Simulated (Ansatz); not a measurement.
CS2:

```xyz
6
Lattice="3.6458 -2.9943 0.0000 3.6458 2.9943 0.0000 0.0000 0.0000 9.8513" Properties=species:S:1:pos:R:3 pbc="T T T"
S     3.6458    1.9073    8.7368
S     3.6458    1.0871    3.8111
S     3.6458   -1.0871    6.0401
S     3.6458   -1.9073    1.1145
C     3.6458    0.0000    4.9256
C     0.0000    0.0000    0.0000
```

The cell comes from a database or a generator and needn't be the stable form of this composition.

Base run:

* Program: Ansatz 0.2.0
* Functional: PBE
* Potentials or basis: Ansatz PAW
* Cutoff: 420 eV
* Density cutoff: 1680 eV
* k mesh: 6 × 6 × 3
* Occupations: fermi-dirac, width 0.05 eV
* Spin: no spin polarisation

Its results: band gap on the k mesh 3.41 eV, direct; pressure 0.4 GPa; largest force 0.257 eV/Å.

Task: After a change of settings the same cell gave: band gap on the k mesh 3.75 eV, direct; pressure -0.7 GPa; largest force 0.209 eV/Å. Which change was it?
A. functional from PBE to LDA
B. functional from PBE to PBEsol
C. functional from PBE to r2SCAN; cutoff from 420 eV to 500 eV; density cutoff from 1680 eV to 2000 eV

Result: C.

r2SCAN gives the wider gap, since meta-GGAs in the generalised Kohn-Sham scheme recover part of the derivative discontinuity.

Caveats: the PAW data sets come from PBE, with cores solved anew for the run's functional, which leaves a small shift of forces and pressure (some runs).

Not every run made on this cell is shown here.
